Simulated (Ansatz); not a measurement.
# C3HN3O3Si: small, medium and large basis sets

The task here is to estimate one member of a computed series from the others.

Computed with Ansatz 0.2.0, Gaussian basis. Level: one geometry, several basis sets.

Plan: PBE0-D4/def2-SVP; ωB97M-V/def2-SVP; PBE0-D4/def2-QZVPP; ωB97M-V/def2-QZVPP; the functionals' def2-TZVPP values are taken from earlier runs.

## Structure used throughout

The geometry comes from an earlier relaxation with PBE0-D4 in a triple-zeta def2 set; it is a stationary point, not always the lowest conformer.

11 atoms, charge 0, spin multiplicity 1.

Atoms are counted from 1 here; the program's logs count them from 0.

Bond lengths: O1–C2 1.161 Å, C2–N3 1.193 Å, N3–Si4 1.687 Å, Si4–N5 1.687 Å, Si4–N8 1.687 Å, Si4–H11 1.467 Å, N5–C6 1.193 Å, C6–O7 1.161 Å, N8–C9 1.193 Å, C9–O10 1.161 Å. Angles: O1–C2–N3 179.8°, C2–N3–Si4 179.1°, N3–Si4–N5 109.0°, N3–Si4–N8 109.1°, N3–Si4–H11 109.9°, N5–Si4–N8 109.1°, N5–Si4–H11 109.9°, N8–Si4–H11 109.9°, Si4–N5–C6 179.4°, N5–C6–O7 179.8°, Si4–N8–C9 179.1°, N8–C9–O10 179.8°.

The first run:

in.yaml

```yaml
crystal:
  periodic: [false, false, false]
  atoms:
    - {symbol: O, position_ang: [-3.019354, -0.400298, 2.365628]}
    - {symbol: C, position_ang: [-2.001065, -0.302109, 1.815802]}
    - {symbol: N, position_ang: [-0.952701, -0.201514, 1.255564]}
    - {symbol: Si, position_ang: [0.517449, -0.061030, 0.440360]}
    - {symbol: N, position_ang: [0.580627, 1.440437, -0.325961]}
    - {symbol: C, position_ang: [0.616685, 2.498394, -0.875929]}
    - {symbol: O, position_ang: [0.655178, 3.529534, -1.408974]}
    - {symbol: N, position_ang: [0.620907, -1.278049, -0.723201]}
    - {symbol: C, position_ang: [0.679069, -2.132500, -1.553617]}
    - {symbol: O, position_ang: [0.739791, -2.966123, -2.359995]}
    - {symbol: H, position_ang: [1.628716, -0.183643, 1.390823]}
basis:
  gaussian: {orbitals: def2-SVP}
hamiltonian: {xc: pbe0, dispersion: d4}
output: {orbitals: {seedname: orbitals}}
```

Launch:

```console
$ ansatz run in.yaml --threads 2 --pin off --events-out ev --progress --plain --max-ram 22528MiB --backend cpu
```

Steps of the session up to this table: PBE0-D4 in def2-SVP; ωB97M-V in def2-SVP; PBE0-D4 in def2-QZVPP; ωB97M-V in def2-QZVPP.

One table of the session follows, with a row left open; its other results are not shown here.

It belongs to the step «Density functionals: the series». 

| functional | basis | HOMO (eV) | LUMO (eV) |
| --- | --- | --- | --- |
| PBE0-D4 | def2-SVP | -8.85 | 0.00 |
| PBE0-D4 | def2-TZVPP | ? | ? |
| PBE0-D4 | def2-QZVPP | -9.01 | -0.37 |
| ωB97M-V | def2-SVP | -11.01 | 2.17 |
| ωB97M-V | def2-TZVPP | -11.17 | 1.68 |
| ωB97M-V | def2-QZVPP | -11.20 | 1.24 |

**Question.** Estimate the row for PBE0-D4, def2-TZVPP.

As computed: HOMO (eV): -8.98; LUMO (eV): -0.29. In the column «HOMO (eV)» it lies between PBE0-D4, def2-QZVPP (-9.01) and PBE0-D4, def2-SVP (-8.85).
